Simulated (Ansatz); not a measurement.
## Ti3Al, space group Fm-3m: an equation of state with a fit, step by step

Program: Ansatz's Python interface.

The cells in order, each with its output:

In [1]:
```python
import warnings

import ansatz
from ase.eos import EquationOfState
from ase.units import GPa
import numpy as np
```

In [2]:
```python
vectors0 = np.array([
    [0.0, 3.231781, 3.231781],
    [3.231781, 0.0, 3.231781],
    [3.231781, 3.231781, 0.0],
])
sites = [
    ("Ti", (0.75, 0.75, 0.75)),
    ("Ti", (0.25, 0.25, 0.25)),
    ("Ti", (0.0, 0.0, 0.0)),
    ("Al", (0.5, 0.5, 0.5)),
]
```

In [3]:
```python
def make_crystal(cell):
    crystal = ansatz.Crystal(lattice=ansatz.Lattice.of(cell))
    for symbol, position in sites:
        crystal = crystal.atom(symbol, position)
    return crystal
```

In [4]:
```python
warnings.simplefilter("ignore", ansatz.DeckWarning)
```

In [5]:
```python
# scale the volume, keep shape and fractions
volumes, energies, pressures = [], [], []
for scale in np.linspace(0.94, 1.06, 7):
    cell = vectors0 * scale ** (1 / 3)
    job = (
        make_crystal(cell).calculation()
        .pseudopotentials("paw")
        .occupations("cold", width=150 * ansatz.meV)
        .functional("pbesol")
        .basis(500)
        .kpoints(6, 6, 6)
        .stress()
    )
    report = job.run(threads=1).report
    volumes.append(abs(np.linalg.det(cell)) / len(sites))
    energies.append(report["free_energy_ev"] / len(sites))
    pressures.append(np.trace(report["stress_gpa"]) / 3)
    print(f"V = {volumes[-1]:8.4f} A^3/atom  F = {energies[-1]:.5f} eV/atom  P = {pressures[-1]:8.3f} GPa")

eos = EquationOfState(volumes, energies, eos="birchmurnaghan")
v0, e0, bulk = eos.fit()
print(f"V0 = {v0:.4f} A^3/atom, E0 = {e0:.5f} eV/atom, B = {bulk / GPa:.1f} GPa")
eos.plot("eos.png")
```
```text
V =  15.8644 A^3/atom  F = -1986.70464 eV/atom  P =    2.045 GPa
V =  16.2019 A^3/atom  F = -1986.70617 eV/atom  P =   -0.545 GPa
V =  16.5395 A^3/atom  F = -1986.70252 eV/atom  P =   -2.891 GPa
V =  16.8770 A^3/atom  F = -1986.69415 eV/atom  P =   -5.016 GPa
V =  17.2146 A^3/atom  F = -1986.68152 eV/atom  P =   -6.940 GPa
V =  17.5521 A^3/atom  F = -1986.66504 eV/atom  P =   -8.682 GPa
V =  17.8896 A^3/atom  F = -1986.64506 eV/atom  P =  -10.257 GPa
V0 = 16.1282 A^3/atom, E0 = -1986.70630 eV/atom, B = 120.4 GPa
```
Out [5]:
```text
<Axes: title={'center': 'birchmurnaghan: E: -1986.706 eV, V: 16.128 Å$^3$, B: 120.408 GPa'}, xlabel='volume [Å$^3$]', ylabel='energy [eV]'>
```

A third-order Birch-Murnaghan fit through the 7 points has its minimum at 16.13 Å³ an atom, 4.4 % below the typed cell, with a bulk modulus of 120 GPa and dB/dP = 3.8. From that minimum the energy rises by 1.7 meV an atom on the compressed side and 61.2 meV on the expanded side. The window is off centre, so dB/dP is rough.

Total energies depend on the potentials; only differences at equal settings carry meaning. The run is spin-unpolarised. For a metal this k-point mesh is coarse: on a finer one energies can move by several to tens of meV an atom and pressures by half a GPa or more, differences at one mesh by less. Pressure is positive in compression. At these settings the cell as given stands under about -5 GPa, so it isn't at this functional's equilibrium volume. This cell is a computed structure, which may not be the phase found in nature. Run time: 15 s on 1 thread of Arm Neoverse V1, with other jobs on the host, peak memory 0.42 GiB.

(Lines on the test bed's own set-up are left out of the output.)
